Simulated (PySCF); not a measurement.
The system is ClCu, in a box.

```
Cl Cu
1.0
    11.00000    0.00000    0.00000
     0.00000   10.00000    0.00000
     0.00000    0.00000   10.00000
Cl Cu
1 1
Direct
  0.57996 0.47442 0.54780
  0.42798 0.53604 0.45880
```

The cell isn't the ideal one: atoms moved at random, drawn with an rms of 0.05 Å.

Base run:

| Item | Value |
| --- | --- |
| Program | PySCF 2.14.0 |
| Functional | TASK |
| Potentials or basis | pob-tzvp-rev2 (all-electron) |
| k mesh | 1 × 1 × 1 |
| Occupations | fixed |
| Spin | no spin polarisation |

Its results: gap between the frontier levels 4.51 eV.

Q: The run is repeated on the same cell with these changes: functional from TASK to PBE. What comes out?

A: Gap between the frontier levels 2.62 eV.

TASK gives the wider gap, since meta-GGAs in the generalised Kohn-Sham scheme recover part of the derivative discontinuity.

Caveats: this is a molecule in a periodic box at the Γ point, so its band gap is the HOMO-LUMO gap; the basis of atomic orbitals isn't converged, which shifts pressures, moduli and gaps; this basis is made for solids and lacks diffuse functions, so gaps of a molecule come out too wide by an eV or more.

